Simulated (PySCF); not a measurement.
# InH2OF (SMILES [OH][InH][F]): levels of theory compared

Aim: a comparison of 6 runs (HF/STO-3G, HF/def2-SVP, TPSS/STO-3G, PBE0/def2-SVP, SVWN5/def2-TZVP, CCSD/def2-TZVP) of InH2OF. Input form: a Python script.

The results are computed with PySCF 2.14.0.

2 further runs of the same task are left out: 2 set aside as unsound or not needed.

## Step 1: The system as given

InH2OF has 5 atoms, charge 0, and is taken as a singlet. SMILES: `[OH][InH][F]`. The shape is that of a PBE0-D4/def2-TZVP optimisation. This is a higher conformer, about 10 kJ/mol above the lowest found by a separate search.

Bond lengths: O1–In2 1.966 Å, In2–F3 1.944 Å, O1–H4 0.960 Å, In2–H5 1.691 Å. Angles: O1–In2–F3 106.4°, O1–In2–H5 133.9°, F3–In2–H5 119.7°, In2–O1–H4 113.6°.

## Step 2: Energy and forces at HF/STO-3G (run 1)

The input, input.py:

```python
# [OH][InH][F]
import pyscf.grad
from pyscf import gto

molecule = gto.M(
    atom='''
O   -1.279500  -0.345900  -0.577400
In   0.480100   0.042500   0.210000
F    1.185900  -1.654700   0.841500
H   -1.725200   0.429800  -0.925700
H    1.388500   1.454700   0.410200
''',
    max_memory=1860,
    verbose=3,
    basis='sto-3g',
    charge=0,
)

myscf = molecule.RHF()
myscf.conv_tol = 1e-10
myscf.kernel()
if not myscf.converged:
    myscf = myscf.newton().run(myscf.mo_coeff, myscf.mo_occ)

e_tot = myscf.e_tot
print('Final energy', e_tot)
grad = myscf.Gradients().kernel()
myscf.analyze()
```

Started as:

```
$ OMP_NUM_THREADS=1 python input.py
```

The log of the run:

```text
converged SCF energy = -5855.91542886238
[... 13 lines left out ...]
MO #4   energy= -138.031734846265  occ= 2
[... 6 lines left out ...]
MO #11  energy= -20.1336051876478  occ= 2
[... 6 lines left out ...]
MO #18  energy= -3.07235173851291  occ= 2
[... 6 lines left out ...]
MO #25  energy= -0.565976392779986 occ= 2
[... 6 lines left out ...]
MO #32  energy= -0.323853206196975 occ= 2
[... 6 lines left out ...]
MO #39  energy= 0.766542036840108  occ= 0
[... 6 lines left out ...]
Dipole moment(X, Y, Z, Debye):  0.10198,  2.67620, -0.40659
```

Run time: 6.6 s. Hardware: 1 thread of Intel Xeon at 2.50GHz (Skylake/Cascade Lake), shared host; peak memory 0.12 GiB.

## Step 3: Energy and gradient at HF/def2-SVP (core potential) (run 2)

The input, run.py:

```python
import pyscf.grad
from pyscf import gto

mol = gto.M(
    atom='''
O     -2.417905    -0.653656    -1.091128
In     0.907258     0.080313     0.396842
F      2.241026    -3.126930     1.590205
H     -3.260156     0.812204    -1.749319
H      2.623885     2.748985     0.775166
''',
    max_memory=1860,
    ecp={'In': 'def2-svp'},
    unit='bohr',
    basis='def2-svp',
    verbose=4,
    spin=0,
)

hf = mol.RHF()
hf.conv_tol = 1e-10
hf.kernel()
if not hf.converged:
    hf = hf.newton().run(hf.mo_coeff, hf.mo_occ)

e_tot = hf.e_tot
print('E(%s) = %.9f' % ('HF', e_tot))
grad = hf.Gradients().kernel()
hf.analyze()
```

Started as:

```
$ OMP_NUM_THREADS=1 python run.py
```

The log of the run:

```text
PySCF version 2.14.0

[... 79 lines left out ...]
Two-electron Coulomb Energy =          377.907118571847661
[... 14 lines left out ...]
MO #12  energy= -1.05934454713375  occ= 2
[... 12 lines left out ...]
MO #25  energy= 0.240764410767685  occ= 0
[... 12 lines left out ...]
MO #38  energy= 1.31398807257048   occ= 0
[... 12 lines left out ...]
MO #51  energy= 3.0387307970746    occ= 0
[... 12 lines left out ...]
MO #64  energy= 61.6604825507398   occ= 0
[... 72 lines left out ...]
Dipole moment(X, Y, Z, Debye): -0.00773,  4.68428, -0.80185
```

Wall time 9.3 s (1 thread of Intel Xeon at 2.50GHz (Skylake/Cascade Lake), shared host); peak memory 0.14 GiB.

Runs 3 to 5 aren't shown in full; the table further down has their settings and results.

## Step 4: The energy at CCSD/def2-TZVP (core potential) (run 6)

The input, input.xyz:

```xyz
5
FH2InO
O     -1.279500    -0.345900    -0.577400
In     0.480100     0.042500     0.210000
F      1.185900    -1.654700     0.841500
H     -1.725200     0.429800    -0.925700
H      1.388500     1.454700     0.410200
```

The input, input.py:

```python
from pyscf import gto, cc

mol = gto.M(
    atom='input.xyz',
    charge=0,
    max_memory=1860,
    ecp={'In': 'def2-svp'},
    verbose=3,
    basis='def2-tzvp',
)

calc0 = mol.RHF()
calc0.conv_tol = 1e-10
calc0.kernel()
if not calc0.converged:
    calc0 = calc0.newton().run(calc0.mo_coeff, calc0.mo_occ)

mycc = cc.CCSD(calc0, frozen=6)
mycc.kernel()
etot = mycc.e_tot
print('Final energy', etot)
calc0.analyze()
```

Started as:

```
$ OMP_NUM_THREADS=1 python input.py
```

The log of the run:

```text
converged SCF energy = -364.787282505522
[... 21 lines left out ...]
MO #19  energy= -0.48523162611318  occ= 2
[... 20 lines left out ...]
MO #40  energy= 0.716598178385534  occ= 0
[... 20 lines left out ...]
MO #61  energy= 1.76710203449803   occ= 0
[... 20 lines left out ...]
MO #82  energy= 2.98371372138764   occ= 0
[... 20 lines left out ...]
MO #103 energy= 6.99363988795417   occ= 0
[... 20 lines left out ...]
MO #124 energy= 125.694466955335   occ= 0
[... 6 lines left out ...]
Dipole moment(X, Y, Z, Debye): -0.00901,  4.54036, -0.77794
```

Run time: 2.1 min. Hardware: 1 thread of Intel Xeon at 2.50GHz (Skylake/Cascade Lake), shared host; peak memory 1.7 GiB.

## Step 5: The series

```tsv
run	level	core potential	integration grid	energy (Eh)	dipole moment (D) of the reference	HOMO energy (eV)	LUMO energy (eV)	wall time
1	HF/STO-3G	–	–	-5855.915429	2.71	-8.13	6.41	6.6 s
2	HF/def2-SVP (core potential)	def2-svp	–	-364.548344	4.75	-12.55	1.19	9.3 s
3	TPSS/STO-3G	–	5	-5858.403208	1.43	-1.79	2.28	32 s
4	PBE0/def2-SVP (core potential)	def2-svp	5	-366.100683	4.18	-8.61	-1.21	29 s
5	SVWN5/def2-TZVP (core potential)	def2-svp	5	-365.029227	4.13	-7.48	-2.58	63 s
6	CCSD/def2-TZVP (core potential)	def2-svp	–	-365.564613	4.61	-12.65	0.82	2.1 min
```

## Step 6: Outcome

| quantity | value |
| --- | --- |
| run 6: total energy | -365.56461 Eh |
| run 6: dipole moment (Hartree–Fock density) | 4.61 D |
| run 6: HOMO energy (Hartree–Fock orbitals) | -12.65 eV |
| run 6: LUMO energy (Hartree–Fock orbitals) | 0.82 eV |
| run 6: HOMO–LUMO gap (Hartree–Fock orbitals) | 13.48 eV |
| run 6: correlation energy (6 core orbitals frozen) | -777.3 mEh |
| run 6: T1 diagnostic | 0.017 |

**Reading.** Over runs 1, 2, 3, 4, 5 the dipole moment (its size) runs from 1.43 D (TPSS/STO-3G) to 4.75 D (HF/def2-SVP). The two ends differ in method and basis and core potential. Over runs 1, 2, 3, 4, 5 the HOMO–LUMO gap runs from 4.07 eV (TPSS/STO-3G) to 14.53 eV (HF/STO-3G). Exact exchange widens orbital gaps. Totals of different functionals can't be ranked against each other. Some runs of one species differ in core potentials or relativity; totals across that change don't compare. In runs 1, 3 the basis is minimal, so the values are rough. In runs 1, 3 relativity is left out where basis or elements ask for it. All runs together took 4.4 min, the longest 2.1 min.
